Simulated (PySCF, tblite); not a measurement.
# C5H7N2OP: infrared bands and NMR shifts

Wanted: the infrared bands and NMR shifts of C5H7N2OP (`C=Cn1ncpc1OC`), by calculation.

The runs use tblite 0.8.0 and PySCF 2.14.0, with density-fitted response routines of our own; the level of theory stands in each step. All values are computed, except where a source is named. Atoms are numbered from 0 throughout.

## Step 1: Starting geometry

16 atoms, charge 0, multiplicity 1; geometry from: GFN2-xTB.

Bonds of the start (Å): C0–C1 1.32, C1–N2 1.39, N2–N3 1.33, N3–C4 1.30, C4–P5 1.76, P5–C6 1.74, C6–O7 1.35, O7–C8 1.41, C6–N2 1.36, C0–H9 1.07, C0–H10 1.08, C1–H11 1.08, C4–H12 1.08, C8–H13 1.09, C8–H14 1.09, C8–H15 1.09.

## Step 2: Vibrational analysis with GFN2-xTB

The job: settings as JSON, then the geometry in Å.

```
{"job": {"kind": "ir", "xc": "GFN2-xTB", "basis": "xTB"}, "charge": 0, "multiplicity": 1}
C     -2.363573    -1.730740     0.310638
C     -1.109148    -1.322346     0.206284
N     -0.758649     0.013583     0.030496
N     -1.690104     0.962196    -0.043435
C     -1.147612     2.130197    -0.207582
P      0.613054     2.177884    -0.290563
C      0.521913     0.457548    -0.079391
O      1.501651    -0.464070    -0.010758
C      2.806949     0.051684    -0.128214
H     -2.596938    -2.770143     0.445881
H     -3.177089    -1.029428     0.261902
H     -0.254455    -1.980246     0.248212
H     -1.788851     2.990337    -0.283031
H      2.940178     0.554943    -1.091246
H      3.480173    -0.799968    -0.054138
H      3.014902     0.767513     0.673534
```

**Question.** This job is followed by: GIAO PBE0/pcSseg-1 NMR shielding, non-relativistic, gas phase. Predict these results of the whole session: strongest single infrared mode (GFN2-xTB); zero-point energy (GFN2-xTB); 13C shifts against TMS (PBE0/pcSseg-1); 1H shifts against TMS (PBE0/pcSseg-1, means over atoms taken as alike); 15N shifts against NH3 (PBE0/pcSseg-1); 31P shifts against H3PO4 (PBE0/pcSseg-1); 17O shifts against H2O (PBE0/pcSseg-1).

The runs gave:

| quantity | value |
| --- | --- |
| strongest single infrared mode (GFN2-xTB) | 1334 cm⁻¹, 158 km/mol |
| zero-point energy (GFN2-xTB) | 73.4 kcal/mol |
| 13C shifts against TMS (PBE0/pcSseg-1) | 197.7, 162.4, 133.3, 108.8, 62.3 ppm |
| 1H shifts against TMS (PBE0/pcSseg-1, means over atoms taken as alike) | 8.51, 7.41, 6.42, 5.26, 4.19 ppm |
| 15N shifts against NH3 (PBE0/pcSseg-1) | 349.4, 245.1 ppm |
| 31P shifts against H3PO4 (PBE0/pcSseg-1) | 26.9 ppm |
| 17O shifts against H2O (PBE0/pcSseg-1) | 126.8 ppm |

All 42 modes are real, so the xTB geometry is a minimum. The strongest single mode, at 1334 cm⁻¹, is spread over several atoms, N2, H10, C6, H9 among them. GFN2-xTB is a fitted tight-binding method: band positions and strengths are rough. Its intensities can rank the bands wrongly. At PBE0/pcSseg-1: The largest span, 530 ppm, is at N3, where the paramagnetic term is -403 ppm. NICS(1)zz of -23 ppm above the planar ring from N2 marks a diatropic (aromatic) ring current.
